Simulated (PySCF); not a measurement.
# B2ClH3O: the cost of one run

Programs: PySCF 2.14.0, with density-fitted response routines of our own. Each step states its level of theory. These are calculated values for one molecule in the gas phase, unless marked as measured. Atoms are numbered from 0 throughout.

## 1. The molecule as given

7 atoms, charge 0, multiplicity 1; geometry from: GFN2-xTB. The atoms were then displaced at random by about 0.01 Å, so the start is not that level's minimum.

Bonds of the start (Å): B0–O1 1.33, O1–B2 1.31, B2–Cl3 1.72, B0–H4 1.16, B0–H5 1.17, B2–H6 1.16.

## 2. Relaxing the molecule at PBE0-D3(BJ)/def2-SVP

What the job is given:

```
{"job": {"xc": "PBE0", "basis": "def2-SVP", "d3": "d3bj", "grid": 1, "shake": 0.01, "kind": "geom"}, "charge": 0, "multiplicity": 1}
B      1.294250    -0.232470    -0.256610
O      0.035800    -0.117890     0.151890
B     -1.205670     0.048920     0.527140
Cl    -1.922810     1.591820     0.262970
H      2.146070     0.063600     0.465710
H      1.476690    -0.576860    -1.359760
H     -1.790380    -0.806220     1.058330
```

Run with:

```sh
$ OMP_NUM_THREADS=1 python probes_run.py task.json out
```

This one command runs all jobs of the session in turn.

**Question.** How long does this first job take on 1 thread of Arm Neoverse V2, shared host, and how much memory does it need?

About 7.4 s, with a peak of 0.32 GiB.
